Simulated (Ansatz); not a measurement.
What does this script print? It uses Ansatz 0.2.0, Python API.

The script reads `c2h2fi.xyz`:
```text
6

F    -1.14610   -0.54370   -1.35240
C    -0.67890   -0.22710   -0.15420
C     0.55550    0.17570   -0.03260
I     1.50240    0.61420    1.78240
H    -1.40480   -0.37960    0.61020
H     1.21390    0.29650   -0.89950
```

Script `c2h2fi.py`:
```python
'''Potential curve of C2H2FI along one bond.'''

import warnings

import ansatz as az
import numpy as np

warnings.simplefilter('ignore', az.DeckWarning)

molecule = az.Crystal.molecule_from_extxyz('c2h2fi.xyz')

symbols = [site.symbol for site in molecule.cartesian_sites]
start = np.array([site.position_ang for site in molecule.cartesian_sites])
axis = (start[2] - start[1]) / np.linalg.norm(start[2] - start[1])
moving = [2, 3, 5]
lengths, energies = [1.148, 1.2, 1.252, 1.304, 1.356, 1.408, 1.461, 1.539], []
for length in lengths:
    xyz = start.copy()
    xyz[moving] += (length - np.linalg.norm(start[2] - start[1])) * axis
    point = az.Crystal.molecule()
    for symbol, place in zip(symbols, xyz):
        point = point.atom(symbol, place.tolist())
    calc = point.calculation()
    calc = calc.basis(gaussian='def2-SVP').functional('pbe0', dispersion='d4')
    r = calc.run().report
    energies.append(r['free_energy_ev'])
    print(f'r = {length:6.3f} A  E = {energies[-1]:.5f} eV  <S^2> = {abs(r["mean_field"]["state"]["spin_squared"]):.3f}')

# quartic fit about the minimum
fit = np.polynomial.Polynomial.fit(lengths, np.array(energies) - min(energies), 4).convert()
roots = [r.real for r in fit.deriv().roots() if abs(r.imag) < 1e-9 and fit.deriv(2)(r.real) > 0]
r_e = min(roots, key=lambda r: abs(r - lengths[int(np.argmin(energies))]))
print(f'minimum of the fit at {r_e:.4f} A, force constant {fit.deriv(2)(r_e):.2f} eV/A^2')
```

`python c2h2fi.py` gives:
```text
r =  1.148 A  E = -12913.28304 eV  <S^2> = 0.000
r =  1.200 A  E = -12914.08227 eV  <S^2> = 0.000
r =  1.252 A  E = -12914.53818 eV  <S^2> = 0.000
r =  1.304 A  E = -12914.73232 eV  <S^2> = 0.000
r =  1.356 A  E = -12914.72837 eV  <S^2> = 0.000
r =  1.408 A  E = -12914.57599 eV  <S^2> = 0.000
r =  1.461 A  E = -12914.30814 eV  <S^2> = 0.000
r =  1.539 A  E = -12913.77255 eV  <S^2> = 0.000
minimum of the fit at 1.3277 A, force constant 64.03 eV/A^2
```

Notes:
- Total energies depend on the basis set; only differences at equal settings carry meaning.
- The rest of the molecule is held rigid at a force-field or estimated start geometry, and the basis set is modest; single-reference methods fail as a bond breaks.
- def2 sets replace the cores of elements past krypton by effective core potentials.
- The orbitals are restricted, so S² is zero by construction.
- Run time: 20 s on 1 thread of Arm Neoverse V1, with other jobs on the host, peak memory 0.22 GiB.
